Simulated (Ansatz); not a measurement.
# Ta3N: the cost of one run

Program: Ansatz 0.2.0. Level of theory: DFT LDA, scalar-relativistic, plane waves, PAW. These are calculated values, not measurements.

29 further runs of the same task are left out: 29 set aside as unsound or not needed. Runs told in other sessions of the task aren't counted.

**1. Starting point**

The structure is monoclinic, space group Cm (No. 8). Conventional cell: a = 5.070 Å, b = 2.927 Å, c = 21.780 Å, α = 90.00°, β = 90.00°, γ = 90.00°. Ta (site symmetry m) has 9 Ta at 2.93 Å in its first shell of neighbours. Ta (site symmetry m) has 12 Ta at 2.93 Å in its first shell of neighbours. Ta (site symmetry m) is surrounded by 1 N at 1.96 Å. N (site symmetry m) is surrounded by 1 Ta at 1.96 Å.

As a file:

```cif
data_structure
_symmetry_space_group_name_H-M 'Cm'
_symmetry_Int_Tables_number 8
_cell_length_a 5.0704
_cell_length_b 2.9274
_cell_length_c 21.7804
_cell_angle_alpha 90.000
_cell_angle_beta 90.000
_cell_angle_gamma 90.000
_cell_volume 323.29
loop_
_atom_site_label
_atom_site_type_symbol
_atom_site_symmetry_multiplicity
_atom_site_Wyckoff_symbol
_atom_site_fract_x
_atom_site_fract_y
_atom_site_fract_z
_atom_site_occupancy
Ta1 Ta 2 a 0.16667 0.50000 0.18365 1
Ta2 Ta 2 a 0.83333 0.50000 0.29339 1
Ta3 Ta 2 a 0.00000 0.00000 0.40313 1
N1 N 2 a 0.72222 0.50000 0.47659 1
```

This is the geometry of the first run shown, built on a cell relaxed beforehand with the same method.

**2. What is varied**

Atoms count from 1 in the order of the input.

N is moved along a line over the surface and along the normal, above a rigid substrate.

- position of N4 along the long diagonal of the hexagonal surface cell, from above Ta3: 9 values from 0.00 to 4.51 Å, periodic
- height of N4 above the plane of Ta3: 8 values from 1.27 to 4.17 Å

Nothing else is relaxed. Points are written as (first, second).

**3. Point (1.13 Å, 1.60 Å)**

A dipole layer in the vacuum cancels the field that periodic copies would set up if the slab's two faces differ.

input.yaml

```yaml
crystal:
  lattice:
    - [2.9274048678, 0.0, 0.0]
    - [-1.4637024339, 2.5352069827, 0.0]
    - [0.0, 0.0, 21.7804321296]
  atoms:
    - { symbol: Ta, position: [0.6666666667, 0.3333333333, 0.1836510853] }
    - { symbol: Ta, position: [0.3333333333, 0.6666666667, 0.293392529] }
    - { symbol: Ta, position: [0.0, 0.0, 0.4031339726] }
    - { symbol: "N", position: [0.2222222222, -0.2222222222, 0.4765944068], spin: 3.0 }
basis:
  ecutwfc: 420
kpoints:
  mp_grid: { grid: [9, 9, 1] }
hamiltonian:
  xc: lda
  pseudopotentials: { kind: paw, azcp: { folder: soft_1 } }
scf:
  occupations: { method: gaussian, width: 0.1 }
output:
  forces: true
  eigenvalues: true
  populations: true
magnetization:
  spin_polarized: true
efield:
  axis: 3
  dipole_correction: true
  ramp_width: 0.04
```

Command:

```sh
ansatz run input.yaml --threads 1 --pin off --max-ram 3072MiB --backend cpu --events-out ev --progress --plain --runs-dir out
```

Q: Estimate wall time and peak memory on 1 thread of Arm Neoverse V2, shared host.

About 36 s, with a peak of 0.44 GiB.
